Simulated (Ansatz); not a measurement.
# HOSr: the cost of one run

Program: Ansatz 0.2.0. Level of theory: the levels named in each step. These are calculated values, not measurements.

### Step 1. Starting point

Bond lengths: O1–Sr2 1.933 Å, O1–H3 0.955 Å. Angles: Sr2–O1–H3 180.0°.

Structure file:

```xyz
3

O     0.0000    0.0000   -0.3260
Sr    0.0000    0.0000    1.6067
H     0.0000    0.0000   -1.2807
```

### Step 2. A rough first relaxation, PBE-D4/def2-SVP

This run stands in another session on the same molecule. It ended at:

```xyz
3

O     0.0000    0.0000   -0.3832
Sr    0.0000    0.0000    1.7356
H     0.0000    0.0000   -1.3524
```

### Step 3. Relaxation, HF/def2-SVP

input.yaml reads:

```yaml
crystal:
  periodic: [false, false, false]
  atoms:
    - { symbol: O, position_ang: [0.0, 0.0, -0.38323655] }
    - { symbol: Sr, position_ang: [0.0, 0.0, 1.73559736] }
    - { symbol: H, position_ang: [0.0, 0.0, -1.35236082] }
magnetization:
  spin_polarized: true
  initial_magnetization: 1
basis:
  gaussian: { orbitals: def2-SVP }
hamiltonian:
  xc: hf
relax:
  f_tol: 0.002
  max_steps: 150
```

Run with:

```console
> ansatz run input.yaml --threads 1 --pin off --max-ram 2560MiB --backend cpu --events-out ev --progress --plain --runs-dir out
```

What time and memory should one allow on 1 thread of Intel Xeon at 2.50GHz (Skylake/Cascade Lake), shared host?

About 7.6 s, with a peak of 0.1 GiB.
